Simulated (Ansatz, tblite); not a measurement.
**Benzoate (C7H5O2−): rung by rung**

Aim: run the singlet of benzoate (C7H5O2−) at one geometry on many levels, and compare frontier levels, spin and run time.

Method: as each input shows; program: Ansatz 0.2.0, Gaussian basis.

Plan: GFN1-xTB, GFN2-xTB, PBE-D4/def2-TZVPD, r2SCAN-D4/def2-TZVPD, revPBE-D4/def2-TZVPD, r2SCANh-D4/def2-TZVPD, LC-ωPBE/def2-TZVPD, PBE-D4/def2-SVPD, PBE0-D4/def2-SVPD, HF/6-31G, B3LYP-D4/6-31G, MP2/def2-SVPD, RPA/def2-SVPD.

2 further runs of the same task are left out: 2 set aside as unsound or not needed. Runs told in other sessions of the task aren't counted.

**1. The structure**

The geometry is that of the singlet, from an earlier relaxation (PBE-D4/def2-SVPD).

SMILES `O=C([O-])c1ccccc1`, 14 atoms, charge -1, spin multiplicity 1.

Bond lengths: O1–C2 1.264 Å, C2–O3 1.264 Å, C2–C4 1.553 Å, C4–C5 1.408 Å, C4–C9 1.408 Å, C5–C6 1.404 Å, C5–H10 1.100 Å, C6–C7 1.406 Å, C6–H11 1.102 Å, C7–C8 1.406 Å, C7–H12 1.101 Å, C8–C9 1.404 Å, C8–H13 1.102 Å, C9–H14 1.100 Å. Angles: O1–C2–O3 129.1°, O1–C2–C4 115.4°, O3–C2–C4 115.4°, C2–C4–C5 120.8°, C2–C4–C9 120.8°, C5–C4–C9 118.4°, C4–C5–C6 121.0°, C4–C5–H10 116.8°, C6–C5–H10 122.3°, C5–C6–C7 120.1°, C5–C6–H11 120.1°, C7–C6–H11 119.8°, C6–C7–C8 119.4°, C6–C7–H12 120.3°, C8–C7–H12 120.3°, C7–C8–C9 120.1°, C7–C8–H13 119.8°, C9–C8–H13 120.1° and more.

Geometry (Å):

```xyz
14

O     2.9618   -1.1685   -0.1601
C     2.4289   -0.0220   -0.1447
O     2.9804    1.1146   -0.1944
C     0.8790   -0.0080   -0.0519
C     0.1494   -1.2111    0.0091
C    -1.2519   -1.2027    0.0922
C    -1.9503    0.0177    0.1158
C    -1.2321    1.2253    0.0555
C     0.1692    1.2083   -0.0274
H     0.7311   -2.1449   -0.0118
H    -1.8086   -2.1530    0.1392
H    -3.0498    0.0277    0.1810
H    -1.7731    2.1855    0.0737
H     0.7660    2.1313   -0.0763
```

The ion is computed in the gas phase, without counter-ions or solvent.

PBE0-D4/def2-TZVPD was run before; its log isn't repeated, and its numbers join the tables.

**2. GFN1-xTB**

Tight binding, by tblite at 300 K electronic temperature and without a spin-polarisation term:

```python
tblite.interface.Calculator('GFN1-xTB', numbers, positions, charge=-1, uhf=0).singlepoint()
```

Energy -738.4715 eV, HOMO -6.09 eV, LUMO -3.46 eV; 0.019 s.

**3. GFN2-xTB**

Tight binding, by tblite at 300 K electronic temperature and without a spin-polarisation term:

```python
tblite.interface.Calculator('GFN2-xTB', numbers, positions, charge=-1, uhf=0).singlepoint()
```

Energy -704.2426 eV, HOMO -4.82 eV, LUMO -2.63 eV; 0.006 s.

**4. PBE-D4/def2-TZVPD**

start.molden holds the orbitals of an earlier run on this state, given as this run's starting guess.

Contents of in.yaml:

```yaml
crystal:
  periodic: [false, false, false]
  atoms:
    - {symbol: O, position_ang: [2.961752, -1.168498, -0.160094]}
    - {symbol: C, position_ang: [2.428922, -0.022039, -0.144725]}
    - {symbol: O, position_ang: [2.980437, 1.114564, -0.194368]}
    - {symbol: C, position_ang: [0.878969, -0.007963, -0.051879]}
    - {symbol: C, position_ang: [0.149414, -1.211131, 0.009094]}
    - {symbol: C, position_ang: [-1.251907, -1.202728, 0.092167]}
    - {symbol: C, position_ang: [-1.950287, 0.017690, 0.115804]}
    - {symbol: C, position_ang: [-1.232068, 1.225266, 0.055536]}
    - {symbol: C, position_ang: [0.169184, 1.208258, -0.027398]}
    - {symbol: H, position_ang: [0.731081, -2.144878, -0.011818]}
    - {symbol: H, position_ang: [-1.808599, -2.152965, 0.139178]}
    - {symbol: H, position_ang: [-3.049785, 0.027656, 0.181044]}
    - {symbol: H, position_ang: [-1.773147, 2.185460, 0.073730]}
    - {symbol: H, position_ang: [0.766032, 2.131317, -0.076271]}
basis:
  gaussian: {orbitals: def2-TZVPD, initial_orbitals: start.molden}
total_charge: -1
hamiltonian: {xc: pbe, dispersion: d4}
scf: {omitted_lower_state_checks: [starts]}
output: {orbitals: {seedname: orbitals}}
```

Command:

```bash
> ansatz run in.yaml --threads 4 --pin off --events-out ev --progress --plain --max-ram 4787MiB
```

After this run come: r2SCAN-D4/def2-TZVPD; revPBE-D4/def2-TZVPD; r2SCANh-D4/def2-TZVPD; LC-ωPBE/def2-TZVPD; PBE-D4/def2-SVPD; PBE0-D4/def2-SVPD; HF/6-31G; B3LYP-D4/6-31G; MP2/def2-SVPD; RPA/def2-SVPD.

Q: Predict the results of all the runs planned. Wanted: gap in def2-TZVPD, named functionals, smallest and largest; correlation energy, MP2/def2-SVPD; PBE0 total energy, smallest basis above largest.

The runs gave:

| quantity | value |
| --- | --- |
| gap in def2-TZVPD, named functionals, smallest and largest | 2.47 eV (PBE-D4), 9.07 eV (LC-ωPBE) |
| correlation energy, MP2/def2-SVPD | -36.41 eV |
| PBE0 total energy, smallest basis above largest | 11.89 eV (def2-SVPD, def2-TZVPD) |

**Reading.** Over the named functionals in def2-TZVPD the gap runs from 2.47 eV (PBE-D4) to 9.07 eV (LC-ωPBE); exact exchange widens it.
